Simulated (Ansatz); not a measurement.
# CH4As radical: one species, many methods

Aim: compute CH4As radical with functionals from several rungs and with coupled cluster. The yardstick is the atomisation energy at the CCSD(T) limit.

The runs use Ansatz 0.2.0, Gaussian basis; functionals in def2-TZVPP, the program's frozen cores in correlated methods.

Levels to be run: LDA (SPW92), PBE-D4, revPBE-D4, BLYP-D4, r2SCAN-D4, B97M-V, PBE0-D4, B3LYP-D4, r2SCANh-D4, r2SCAN0-D4, HSE06-D4, BHLYP-D4, CAM-B3LYP-D4, LC-ωPBE, ωB97X-V, ωB97M-V, B2PLYP, PBE-QIDH; CCSD(T)/def2-SVP; CCSD(T)/def2-TZVPP; MP2/def2-QZVPP; extrapolation to the limit; RPA on PBE.

## 1. The geometry

The geometry comes from an earlier relaxation with PBE0-D4 in a triple-zeta def2 set; it is a stationary point.

SMILES `C[AsH]`, 6 atoms, charge 0, spin multiplicity 2.

Atoms are counted from 1 here; the program's logs count them from 0.

Bond lengths: C1–As2 1.967 Å, C1–H3 1.091 Å, C1–H4 1.090 Å, C1–H5 1.091 Å, As2–H6 1.530 Å. Angles: As2–C1–H3 110.4°, As2–C1–H4 109.1°, As2–C1–H5 110.4°, H3–C1–H4 109.2°, H3–C1–H5 108.6°, H4–C1–H5 109.2°, C1–As2–H6 94.2°.

## 2. LDA

This LDA is Slater exchange with PW92 correlation.

in.yaml

```yaml
crystal:
  periodic: [false, false, false]
  atoms:
    - {symbol: C, position_ang: [0.022257, -0.363378, -0.429259]}
    - {symbol: As, position_ang: [0.319352, 0.121306, 1.453799]}
    - {symbol: H, position_ang: [-1.034123, -0.264496, -0.684507]}
    - {symbol: H, position_ang: [0.333222, -1.396047, -0.584752]}
    - {symbol: H, position_ang: [0.601589, 0.288538, -1.085162]}
    - {symbol: H, position_ang: [-0.200197, 1.550077, 1.283781]}
basis:
  gaussian: {orbitals: def2-TZVPP}
magnetization: {spin_polarized: true, initial_magnetization: 1}
hamiltonian: {xc: lda}
output: {orbitals: {seedname: orbitals}}
```

Further steps of the session: PBE-D4 (GGA); revPBE-D4 (GGA); BLYP-D4 (GGA); r2SCAN-D4 (meta-GGA); B97M-V (meta-GGA); PBE0-D4 (hybrid); B3LYP-D4 (hybrid); r2SCANh-D4 (hybrid); r2SCAN0-D4 (hybrid); HSE06-D4 (hybrid); BHLYP-D4 (hybrid); CAM-B3LYP-D4 (range-separated); LC-ωPBE-D4 (range-separated); ωB97X-V (range-separated); ωB97M-V (range-separated); B2PLYP (double hybrid); PBE-QIDH (double hybrid); CCSD(T) in def2-SVP; CCSD(T) in def2-TZVPP; MP2 in def2-QZVPP; RPA on PBE orbitals.

Q: Predict the results of all the runs planned. Wanted: atomisation energy, CCSD(T)/CBS; farthest beyond LDA; mean size of error, GGA; mean size of error, meta-GGA; mean size of error, hybrid; mean size of error, range-separated; mean size of error, double hybrid; gap, smallest and largest; T1 diagnostic.

As calculated:

| quantity | value |
| --- | --- |
| atomisation energy, CCSD(T)/CBS | 18.998 eV |
| functionals within 0.190 eV (1.0 %) | revPBE-D4, BLYP-D4, r2SCAN-D4, PBE0-D4, r2SCANh-D4, r2SCAN0-D4, HSE06-D4, LC-ωPBE, ωB97M-V, B2PLYP, PBE-QIDH |
| farthest beyond LDA | PBE-D4 (+0.317 eV) |
| mean size of error, GGA | 0.181 eV |
| mean size of error, meta-GGA | 0.180 eV |
| mean size of error, hybrid | 0.118 eV |
| mean size of error, range-separated | 0.177 eV |
| mean size of error, double hybrid | 0.122 eV |
| gap, smallest and largest | 1.07 eV (LDA (SPW92)), 8.82 eV (LC-ωPBE) |
| T1 diagnostic | 0.0110 |
| triples share of the correlation energy | 3.5 % |

The LDA atomisation energy is off by 2.642 eV (14 %): it overbinds. PBE-D4 misses by +0.317 eV. Double hybrids carry the basis error of their MP2 part in triple zeta, and no dispersion term here, so their miss is partly the set-up's. The rungs hybrid, double hybrid, range-separated, meta-GGA, GGA miss on average by less than the doubt on the reference (0.190 eV), so they tie. Misses under about 0.190 eV are within the doubt on the reference itself, which lacks core-valence correlation, relativity and higher excitations, and its outer-core shells are covered unevenly. Hartree-Fock recovers 73 % of the binding; the rest is correlation. CCSD(T) in def2-SVP is off by -1.153 eV, which most functionals beat. The gap grows from 1.1 to 8.8 eV across the functionals, mostly with the share of exact exchange. Correlated methods include outer-core shells of As, which these sets cover unevenly.
